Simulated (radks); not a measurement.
# Co in [Ar] 3d7 4s2: an all-electron calculation

An exercise on one series of results from a longer session: the logs are not shown, and one member is left open.

Method: scalar-relativistic Kohn-Sham, exchange-only B88, spin-polarised, spherical densities, finite nucleus; open shells are filled with parallel spins first. Code: radks (a radial shooting solver on a logarithmic mesh, Libxc functionals) version 1.

## What is computed

```
element            : cobalt (Z = 27)
charge             : 0
electrons          : 27
configuration      : [Ar] 3d7 4s2
nuclear rms radius : 3.7875 fm
```

Outer shells as boxes (Hund's rule):

Co
```
[Ar] core
3d [↑↓][↑↓][↑ ][↑ ][↑ ]
4s [↑↓]
```

Set-up of the first run:

Settings of this run:

```text
Z 27
configuration [Ar] 3d7 4s2 4p0 5s0
relativity scalar-relativistic
functional b88,
spin polarised
nucleus finite rms 3.7875 fm
c 137.035999084
```

On the command line:

```sh
python run_ks.py task.json out
```

This one command runs every case of the session in turn.

One table of the session follows, with a row left open; its other results are not shown here.

It belongs to the step «Orbitals and density». From the orbitals of this run (lengths in bohr):

```
  level      <r>  outermost maximum (interpolated)  90 % within  nodes
1s down  0.05619                            0.0368        0.100      0
  1s up  0.05619                            0.0368        0.100      0
  2s up   0.2557                             0.213        0.396      1
2s down   0.2554                             0.213        0.396      1
  2p up   0.2251                             0.172        0.369      0
2p down   0.2248                             0.172        0.368      0
  3s up   0.7729                             0.668         1.16      2
3s down   0.7751                             0.669         1.16      2
  3p up   0.8146                             0.677         1.26      1
3p down   0.8188                             0.678         1.27      1
  3d up    1.051                             0.664         1.85      0
3d down        ?                                 ?            ?      ?
  4s up    2.862                              2.28         4.41      3
4s down    3.042                              2.39         4.72      3
```

**Question.** Estimate the row for 3d down.

The run gave: <r>: 1.127; outermost maximum (interpolated): 0.671; 90 % within: 2.03; nodes: 0. In the column «<r>» it lies between 3d up (1.051) and 4s up (2.862).

Limits of these values: Open shells are spherical and high-spin; term and fine-structure splittings are not resolved.
